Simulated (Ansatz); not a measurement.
**C2H6InS radical: small, medium and large basis sets**

Aim: see how fast density functionals converge with the basis set for C2H6InS radical.

The runs use Ansatz 0.2.0, Gaussian basis; one geometry, several basis sets.

Plan: PBE0-D4/def2-SVP; ωB97M-V/def2-SVP; PBE0-D4/def2-QZVPP; ωB97M-V/def2-QZVPP; the functionals' def2-TZVPP values are taken from earlier runs.

## Step 1: The geometry

An earlier PBE0-D4 in a triple-zeta def2 set relaxation fixed the geometry. In takes the def2 core potential; no spin-orbit term is included.

SMILES `[CH2][In]([CH3])[SH]`, 10 atoms, charge 0, spin multiplicity 2.

Atoms are counted from 1 here; the program's logs count them from 0.

Bond lengths: C1–In2 2.111 Å, C1–H5 1.087 Å, C1–H6 1.087 Å, In2–C3 2.140 Å, In2–S4 2.404 Å, C3–H7 1.091 Å, C3–H8 1.091 Å, C3–H9 1.090 Å, S4–H10 1.343 Å. Angles: In2–C1–H5 122.5°, In2–C1–H6 123.5°, H5–C1–H6 114.1°, C1–In2–C3 130.3°, C1–In2–S4 114.4°, C3–In2–S4 115.3°, In2–C3–H7 109.4°, In2–C3–H8 109.5°, In2–C3–H9 111.3°, H7–C3–H8 108.2°, H7–C3–H9 109.2°, H8–C3–H9 109.2°, In2–S4–H10 94.2°.

Coordinates:

```xyz
10
charge 0, multiplicity 2
C    -1.4583    1.2923    0.7336
In   -0.0138    0.0845   -0.2212
C     1.2265   -1.4713    0.5662
S     0.2731    0.5421   -2.5637
H    -2.0229    2.0556    0.2047
H    -1.7047    1.2107    1.7891
H     2.2748   -1.1906    0.4540
H     1.0580   -2.3906    0.0038
H     1.0153   -1.6513    1.6200
H    -0.6481    1.5188   -2.5865
```

## Step 2: PBE0-D4 in def2-SVP

The input, in.yaml:

```yaml
crystal:
  periodic: [false, false, false]
  atoms:
    - {symbol: C, position_ang: [-1.458262, 1.292306, 0.733578]}
    - {symbol: In, position_ang: [-0.013790, 0.084485, -0.221173]}
    - {symbol: C, position_ang: [1.226527, -1.471330, 0.566229]}
    - {symbol: S, position_ang: [0.273135, 0.542079, -2.563684]}
    - {symbol: H, position_ang: [-2.022902, 2.055569, 0.204652]}
    - {symbol: H, position_ang: [-1.704668, 1.210657, 1.789077]}
    - {symbol: H, position_ang: [2.274784, -1.190606, 0.454020]}
    - {symbol: H, position_ang: [1.057985, -2.390634, 0.003819]}
    - {symbol: H, position_ang: [1.015332, -1.651263, 1.620012]}
    - {symbol: H, position_ang: [-0.648131, 1.518757, -2.586529]}
basis:
  gaussian: {orbitals: def2-SVP}
magnetization: {spin_polarized: true, initial_magnetization: 1}
hamiltonian: {xc: pbe0, dispersion: d4}
output: {orbitals: {seedname: orbitals}}
```

Command:

```
ansatz run in.yaml --threads 4 --pin off --events-out ev --progress --plain --max-ram 10444MiB
```

The runs that follow: ωB97M-V in def2-SVP; PBE0-D4 in def2-QZVPP; ωB97M-V in def2-QZVPP.

**Question.** What will the summary of the whole plan be? Wanted: PBE0-D4: double and triple zeta above quadruple; ωB97M-V: double and triple zeta above quadruple.

As calculated:

| quantity | value |
| --- | --- |
| PBE0-D4: double and triple zeta above quadruple | 7.00, 0.50 eV |
| ωB97M-V: double and triple zeta above quadruple | 7.14, 0.49 eV |

What this shows: PBE0-D4 gains 6.50 eV from double to triple zeta, then 0.50 eV more. These are total energies; as a rule much of such shifts cancels in differences, which this series doesn't test.
